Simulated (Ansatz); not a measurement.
ScRu3:

```
Ru Sc
1.0
     3.93844    0.00000    0.00000
     0.00000    3.93844    0.00000
     0.00000    0.00000    3.93844
Ru Sc
3 1
Direct
  0.50000 0.50000 0.00000
  0.50000 0.00000 0.50000
  0.00000 0.50000 0.50000
  0.00000 0.00000 0.00000
```

The cell comes from a database or a generator and needn't be the stable form of this composition.

```yaml
Program: Ansatz 0.2.0
Task: relaxation of cell and atoms
Functional: PBEsol
Dispersion: D3(BJ)-ATM
Potentials_or_basis: Ansatz PAW
Cutoff: "420 eV (not typed: the program's choice for these potentials)"
k_mesh: 7 × 7 × 7
Occupations: fermi-dirac, width 0.05 eV
Spin: no spin polarisation
```

At the start: volume 15.27 Å³/atom.

**Question.** How do energy, volume and symmetry change on relaxing?

**Answer.** It ends after 5 steps and the volume is 14.27 Å³/atom (-6.5 %); space group Pm-3m (No. 221, to 0.05 Å).

Step by step:
| step | energy change (eV) | largest force (eV/Å) | volume (Å³) |
| --- | --- | --- | --- |
| 1 | 0.0000 | 0.0000 | 61.09 |
| 2 | -0.1814 | 0.0000 | 57.64 |
| 3 | -0.1853 | 0.0000 | 57.11 |
| 4 | -0.1853 | 0.0000 | 57.10 |
| 5 | -0.1843 | 0.0000 | 57.10 |

Final structure:
```
CELL_PARAMETERS angstrom
3.85065 0.00000 0.00000
0.00000 3.85065 0.00000
0.00000 0.00000 3.85065
ATOMIC_POSITIONS crystal
Ru 0.50000 0.50000 0.00000
Ru 0.50000 0.00000 0.50000
Ru 0.00000 0.50000 0.50000
Sc 0.00000 0.00000 0.00000
```

Caveat: the plane-wave basis is chosen anew once the cell has moved, so the energies of steps on either side of that aren't comparable; pairwise dispersion overbinds metals, which lowers pressure and volume; the PAW data sets come from PBE, with cores solved anew for the run's functional, which leaves a small shift of forces and pressure.
